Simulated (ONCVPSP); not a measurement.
# Pseudopotential generation for platinum: ONCV, PBEsol

Aim: build the potential from the settings below, then test how well it stands in for the atom: other configurations, scattering, ghost states and the plane-wave cutoff that it needs.

The numbers are computed with ONCVPSP 4.0.1 (PBEsol, scalar-relativistic, spin-unpolarised reference atom).

## 1. The design

The settings as typed:

- element: platinum (Pt, Z = 78)
- type: optimised norm-conserving Vanderbilt (ONCV)
- frozen core: [Kr] 4d10 4f14
- valence charge: 18
- reference configuration: 5s2 5p6 5d8 (charge +2)
- partial waves: 5s: rc 1.50 bohr, ncon 4, nbas 8, qcut 10.6 1/bohr, 2 projectors, debl 2.3 Ha; 5p: rc 1.55 bohr, ncon 5, nbas 8, qcut 10 1/bohr, 1 projector; 5d: rc 2.00 bohr, ncon 3, nbas 8, qcut 7.8 1/bohr, 2 projectors, debl 0.3 Ha; f scattering state at 0.41 Ha: rc 1.60 bohr, ncon 3, nbas 7, qcut 7.7 1/bohr, 2 projectors, debl 2.2 Ha
- local potential: polynomial inside 1.25 bohr (lpopt 2, dvloc0 1 Ha)
- core correction: Teter function, fcfact 6, rcfact 1.2

The outer shells as boxes (Hund's rule for the drawing; the calculation is spin-unpolarised):

```
[Kr] core
4d [↑↓][↑↓][↑↓][↑↓][↑↓]
4f [↑↓][↑↓][↑↓][↑↓][↑↓][↑↓][↑↓]
5s [↑↓]
5p [↑↓][↑↓][↑↓]
5d [↑↓][↑↓][↑↓][↑ ][↑ ]
```

The nodes and maxima of the atom's own shells, from an earlier all-electron run, set the scale for the radii.

All-electron outer shells of the reference configuration (PBEsol, scalar-relativistic, ld1.x):

```tsv
shell	level (eV)	outermost node (bohr)	outermost maximum (bohr)
4f	-91.16	–	0.38
5p	-76.87	0.53	0.98
5d	-25.91	0.57	1.24
6s	-22.13	1.13	2.18
6p	-14.23	1.33	2.73
```

## 2. The generation run

Input file Pt.dat:

```
# ATOM AND REFERENCE CONFIGURATION
# atsym  z   nc   nv     iexc    psfile
  Pt 78.00   10    3  -116133      upf
#
#   n    l    f
    1    0    2.00
    2    0    2.00
    2    1    6.00
    3    0    2.00
    3    1    6.00
    3    2   10.00
    4    0    2.00
    4    1    6.00
    4    2   10.00
    4    3   14.00
    5    0    2.00
    5    1    6.00
    5    2    8.00
#
# PSEUDOPOTENTIAL AND OPTIMIZATION
# lmax
    3
#
#   l,   rc,      ep,       ncon, nbas, qcut
    0    1.50    0.00    4    8   10.60
    1    1.55    0.00    5    8   10.00
    2    2.00    0.00    3    8    7.80
    3    1.60    0.41    3    7    7.70
#
# LOCAL POTENTIAL
# lloc, lpopt,  rc(5),   dvloc0
    4    2    1.25    1.00
#
# VANDERBILT-KLEINMAN-BYLANDER PROJECTORs
# l, nproj, debl
    0    2    2.30
    1    1    1.00
    2    2    0.30
    3    2    2.20
#
# MODEL CORE CHARGE
# icmod, fcfact, rcfact
    3    6.00    1.20
#
# LOG DERIVATIVE ANALYSIS
# epsh1, epsh2, depsh
   -6.00    5.00    0.04
#
# OUTPUT GRID
# rlmax, drl
    6.00    0.01
#
# TEST CONFIGURATIONS
# ncnf
    4
# nvcnf
#   n    l    f
    4
    5    0    2.00
    5    1    6.00
    5    2    9.00
    6    0    1.00
#
    3
    5    0    2.00
    5    1    6.00
    5    2    9.00
#
    3
    5    0    2.00
    5    1    6.00
    5    2    7.00
#
    4
    5    0    2.00
    5    1    6.00
    5    2    8.00
    6    0    1.00
#
```

Run with:

```bash
oncvpsp.x < Pt.dat > Pt.out
```

**Question.** What will these runs give? Wanted: cutoffs for 1 and 0.1 mHa per electron, occupied waves; bound ghosts; GHOST(+) flags; largest test error; largest phase difference near zero energy, channels read; rms error of d²Exc/dn², without and with the model core; projector energies reset by the program.

The runs gave:

| quantity | value |
| --- | --- |
| cutoffs for 1 and 0.1 mHa per electron, occupied waves | 37 Ha and 43 Ha |
| bound ghosts | none found |
| GHOST(+) flags | f at 88 eV |
| largest test error (AE − PS) | +6.9 meV, for 5s2 5p6 5d9 6s1 |
| largest phase difference near zero energy, channels read | 2.181 rad |
| rms error of d²Exc/dn², without and with the model core | 8.05 and 1.64 mHa |
| projector energies reset by the program | s: -4.514, 0.050 Ha; d: -0.952, 0.250 Ha |

What this shows: By total energies transferability is good: the largest error is 6.9 meV on 29.2 eV, for 5s2 5p6 5d9 6s1. It counts as hard, with 37 Ha needed at the looser tolerance. It is free of bound ghosts as far as tested. Of the channels read, p scatters worst near zero energy, by up to 2.18 rad. The program also flags highly localised states, GHOST(+) (f). Note that the frozen 4f shell (-91 eV) lies higher than the valence 5s shell (-123 eV). These are tests on the free atom; a crystal test is still owed.
